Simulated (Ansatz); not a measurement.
# C₂H₄ClFOSi: small, medium and large basis sets

How large a basis does C₂H₄ClFOSi need? Two functionals are run in growing sets.

Program: Ansatz 0.2.0, Gaussian basis. Level of theory: one geometry, several basis sets. These are calculated values, not measurements.

The runs, in order: PBE0-D4/def2-SVP; ωB97M-V/def2-SVP; PBE0-D4/def2-QZVPP; ωB97M-V/def2-QZVPP; the functionals' def2-TZVPP values are taken from earlier runs.

### 1 Structure used throughout

An earlier PBE0-D4/def2-TZVP relaxation fixed the geometry.

SMILES `F[C@H](Cl)[Si@@H]1CO1`, 10 atoms, charge 0, spin multiplicity 1.

Atoms are counted from 1 here; the program's logs count them from 0.

Bond lengths: F1–C2 1.373 Å, C2–Cl3 1.770 Å, C2–Si4 1.901 Å, C2–H7 1.093 Å, Si4–C5 1.800 Å, Si4–O6 1.651 Å, Si4–H8 1.478 Å, C5–O6 1.479 Å, C5–H9 1.088 Å, C5–H10 1.087 Å. Angles: F1–C2–Cl3 109.8°, F1–C2–Si4 109.8°, F1–C2–H7 107.5°, Cl3–C2–Si4 110.7°, Cl3–C2–H7 106.3°, Si4–C2–H7 112.7°, C2–Si4–C5 121.7°, C2–Si4–O6 117.8°, C2–Si4–H8 110.3°, C5–Si4–O6 50.5°, C5–Si4–H8 125.0°, O6–Si4–H8 118.2°, Si4–C5–O6 59.5°, Si4–C5–H9 121.9°, Si4–C5–H10 121.4°, O6–C5–H9 112.8°, O6–C5–H10 112.6°, H9–C5–H10 114.2° and more.

### 2 PBE0-D4 in def2-SVP

The input, in.yaml:

```yaml
crystal:
  periodic: [false, false, false]
  atoms:
    - {symbol: F, position_ang: [1.121778, -2.309552, 0.382152]}
    - {symbol: C, position_ang: [1.118832, -1.073303, -0.214502]}
    - {symbol: Cl, position_ang: [2.310160, -0.026876, 0.571139]}
    - {symbol: Si, position_ang: [-0.619299, -0.309599, -0.108196]}
    - {symbol: C, position_ang: [-0.863391, 1.465164, 0.063166]}
    - {symbol: O, position_ang: [-0.992520, 0.573179, 1.236396]}
    - {symbol: H, position_ang: [1.458841, -1.205804, -1.245186]}
    - {symbol: H, position_ang: [-1.629282, -1.257775, -0.622945]}
    - {symbol: H, position_ang: [-1.801157, 1.945665, -0.206410]}
    - {symbol: H, position_ang: [-0.020962, 2.147702, 0.147385]}
basis:
  gaussian: {orbitals: def2-SVP}
hamiltonian: {xc: pbe0, dispersion: d4}
output: {orbitals: {seedname: orbitals}}
```

Started as:

```
$ ansatz run in.yaml --threads 4 --pin off --events-out ev --progress --plain --max-ram 10444MiB
```

After this run come: ωB97M-V in def2-SVP; PBE0-D4 in def2-QZVPP; ωB97M-V in def2-QZVPP.

**Question.** What will the summary of the whole plan be? Wanted: PBE0-D4: double and triple zeta above quadruple; ωB97M-V: double and triple zeta above quadruple.

The runs gave:

```
                                       quantity           value
PBE0-D4: double and triple zeta above quadruple  16.62, 1.02 eV
ωB97M-V: double and triple zeta above quadruple  16.73, 0.97 eV
```

What this shows: PBE0-D4 gains 15.59 eV from double to triple zeta, then 1.02 eV more. Total energies overstate the basis error of differences, where much of it tends to cancel. The LUMO of ωB97M-V is positive and keeps falling with the basis (1.57 to 0.77 eV): an unbound level that the basis holds in place.
